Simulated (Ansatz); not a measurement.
# Zn30Ga18N18O30: the cost of one run

Method: density functional theory in Ansatz 0.2.0, PAW datasets, plane waves.

## Step 1: The starting cell

96 atoms (30 Zn, 18 Ga, 18 N, 30 O); a = 9.636 Å, b = 11.127 Å, c = 10.407 Å, α = 90.00°, β = 90.00°, γ = 90.00°. All atoms were shaken off their sites by about 0.02 Å along each axis.

Steps to follow: (2) PBEsol cell relaxation at the single k point (¼, ¼, ¼), on 1 × NVIDIA H100 80GB HBM3 with 5 threads of AMD EPYC 7R13; (3) r²SCAN single point at the single k point (¼, ¼, ¼), on 1 × NVIDIA H100 80GB HBM3 with 5 threads of AMD EPYC 7R13.

## Step 2: Relaxing cell and atoms with PBEsol

Input file in.yaml:

```yaml
crystal:
  lattice:
    - [9.635989, 0.000000, 0.000000]
    - [0.000000, 11.126682, 0.000000]
    - [0.000000, 0.000000, 10.407073]
  atoms:
    - { symbol: Zn, position: [0.168663, 0.084526, 0.252618] }
    - { symbol: Zn, position: [0.167056, 0.083245, 0.748369] }
    - { symbol: Zn, position: [0.997542, 0.331856, 0.251210] }
    - { symbol: Zn, position: [0.499222, 0.080359, 0.247789] }
    - { symbol: Zn, position: [0.504749, 0.083021, 0.750073] }
    - { symbol: Zn, position: [0.334123, 0.334135, 0.251116] }
    - { symbol: Zn, position: [0.331095, 0.332048, 0.751246] }
    - { symbol: Zn, position: [0.166375, 0.584293, 0.246964] }
    - { symbol: Zn, position: [0.165372, 0.585129, 0.747635] }
    - { symbol: Zn, position: [0.666787, 0.336992, 0.249640] }
    - { symbol: Zn, position: [0.498097, 0.580864, 0.248947] }
    - { symbol: Zn, position: [0.500949, 0.582031, 0.746197] }
    - { symbol: Zn, position: [0.333612, 0.834114, 0.249391] }
    - { symbol: Zn, position: [0.341395, 0.831395, 0.755231] }
    - { symbol: Zn, position: [0.667072, 0.834472, 0.250241] }
    - { symbol: Zn, position: [0.000019, 0.170043, 0.502066] }
    - { symbol: Zn, position: [0.329152, 0.168163, 0.498791] }
    - { symbol: Zn, position: [0.332130, 0.165876, 0.999819] }
    - { symbol: Zn, position: [0.165766, 0.416675, 0.503320] }
    - { symbol: Zn, position: [0.166015, 0.415936, 0.001939] }
    - { symbol: Zn, position: [0.669048, 0.166094, 0.499539] }
    - { symbol: Zn, position: [0.503019, 0.417609, 0.500443] }
    - { symbol: Zn, position: [0.497175, 0.418406, 0.001253] }
    - { symbol: Zn, position: [0.331907, 0.665922, 0.497664] }
    - { symbol: Zn, position: [0.331400, 0.667741, 0.998094] }
    - { symbol: Zn, position: [0.167152, 0.917408, 0.496528] }
    - { symbol: Zn, position: [0.167786, 0.915190, 0.002778] }
    - { symbol: Zn, position: [0.663392, 0.666191, 0.496939] }
    - { symbol: Zn, position: [0.495366, 0.917531, 0.503209] }
    - { symbol: Zn, position: [0.498421, 0.917361, 0.001652] }
    - { symbol: Ga, position: [0.003515, 0.333471, 0.751708] }
    - { symbol: Ga, position: [0.998601, 0.835366, 0.252773] }
    - { symbol: Ga, position: [0.000779, 0.832711, 0.753166] }
    - { symbol: Ga, position: [0.832849, 0.083283, 0.248268] }
    - { symbol: Ga, position: [0.834643, 0.081505, 0.752867] }
    - { symbol: Ga, position: [0.661141, 0.333793, 0.745896] }
    - { symbol: Ga, position: [0.831916, 0.583983, 0.248809] }
    - { symbol: Ga, position: [0.829659, 0.583191, 0.747297] }
    - { symbol: Ga, position: [0.664718, 0.831333, 0.751321] }
    - { symbol: Ga, position: [0.997720, 0.163620, 0.000415] }
    - { symbol: Ga, position: [0.001232, 0.667025, 0.502211] }
    - { symbol: Ga, position: [0.003257, 0.669759, 0.998454] }
    - { symbol: Ga, position: [0.663203, 0.172367, 0.000857] }
    - { symbol: Ga, position: [0.833287, 0.412436, 0.502343] }
    - { symbol: Ga, position: [0.833832, 0.417048, 0.999708] }
    - { symbol: Ga, position: [0.667780, 0.667877, 0.999809] }
    - { symbol: Ga, position: [0.834429, 0.917404, 0.501340] }
    - { symbol: Ga, position: [0.834038, 0.915037, 0.998157] }
    - { symbol: N, position: [0.001026, 0.165874, 0.191246] }
    - { symbol: N, position: [0.331799, 0.164385, 0.189934] }
    - { symbol: N, position: [0.335943, 0.166129, 0.690337] }
    - { symbol: N, position: [0.501488, 0.421133, 0.192612] }
    - { symbol: N, position: [0.333644, 0.668927, 0.184225] }
    - { symbol: N, position: [0.165670, 0.913387, 0.186234] }
    - { symbol: N, position: [0.165722, 0.915610, 0.686485] }
    - { symbol: N, position: [0.665560, 0.665888, 0.186814] }
    - { symbol: N, position: [0.500937, 0.916277, 0.189648] }
    - { symbol: N, position: [0.499554, 0.916661, 0.687196] }
    - { symbol: N, position: [0.171700, 0.084784, 0.442720] }
    - { symbol: N, position: [0.163481, 0.082503, 0.941458] }
    - { symbol: N, position: [0.499069, 0.080963, 0.438276] }
    - { symbol: N, position: [0.501981, 0.080691, 0.936485] }
    - { symbol: N, position: [0.997003, 0.836405, 0.939531] }
    - { symbol: N, position: [0.329671, 0.831723, 0.443570] }
    - { symbol: N, position: [0.333252, 0.835232, 0.939104] }
    - { symbol: N, position: [0.663206, 0.833483, 0.942951] }
    - { symbol: O, position: [0.001010, 0.163241, 0.688772] }
    - { symbol: O, position: [0.167465, 0.416866, 0.189880] }
    - { symbol: O, position: [0.168960, 0.416209, 0.687885] }
    - { symbol: O, position: [0.000707, 0.667989, 0.189120] }
    - { symbol: O, position: [0.997938, 0.667414, 0.687254] }
    - { symbol: O, position: [0.668521, 0.165669, 0.188597] }
    - { symbol: O, position: [0.670323, 0.169630, 0.690933] }
    - { symbol: O, position: [0.500170, 0.419484, 0.689995] }
    - { symbol: O, position: [0.334869, 0.665192, 0.687853] }
    - { symbol: O, position: [0.832899, 0.416050, 0.188172] }
    - { symbol: O, position: [0.835004, 0.416173, 0.690778] }
    - { symbol: O, position: [0.665165, 0.664060, 0.691798] }
    - { symbol: O, position: [0.835716, 0.916289, 0.187884] }
    - { symbol: O, position: [0.833944, 0.917762, 0.689033] }
    - { symbol: O, position: [0.002656, 0.335972, 0.436166] }
    - { symbol: O, position: [0.998999, 0.331282, 0.937222] }
    - { symbol: O, position: [0.332827, 0.333565, 0.440305] }
    - { symbol: O, position: [0.332927, 0.331223, 0.937599] }
    - { symbol: O, position: [0.168537, 0.584397, 0.439274] }
    - { symbol: O, position: [0.166258, 0.581259, 0.934848] }
    - { symbol: O, position: [0.002057, 0.833022, 0.435273] }
    - { symbol: O, position: [0.836345, 0.084647, 0.435390] }
    - { symbol: O, position: [0.834868, 0.083845, 0.939498] }
    - { symbol: O, position: [0.669627, 0.333280, 0.438949] }
    - { symbol: O, position: [0.664863, 0.337110, 0.939131] }
    - { symbol: O, position: [0.499537, 0.585136, 0.437699] }
    - { symbol: O, position: [0.497005, 0.584634, 0.938740] }
    - { symbol: O, position: [0.830797, 0.581956, 0.435345] }
    - { symbol: O, position: [0.832856, 0.581307, 0.937745] }
    - { symbol: O, position: [0.665113, 0.831628, 0.435242] }
  symmetry: { detect: false }
kpoints:
  mp_grid: { grid: [1, 1, 1], shift: [0.25, 0.25, 0.25] }
hamiltonian:
  xc: pbesol
scf:
  occupations: { method: fermi_dirac, width: 0.01 }
relax:
  f_tol: 0.03
  max_steps: 80
  escape_saddle: false
  adjacent_minimum: "off"
  cell: { fix: [alpha, beta, gamma] }
output:
  forces: true
  eigenvalues: true
  populations: true
```

Launch:

```bash
ansatz run in.yaml --threads 5 --pin off --max-ram 61750MiB --runs-dir r --events-out ev --progress --plain --backend cuda --devices 0, --max-vram 37GiB
```

**Question.** How long does this run take on 1 × NVIDIA H100 80GB HBM3 with 5 threads of AMD EPYC 7R13, shared host, and how much memory does it need?

About 37 s, with a peak of 1.5 GiB on the host.
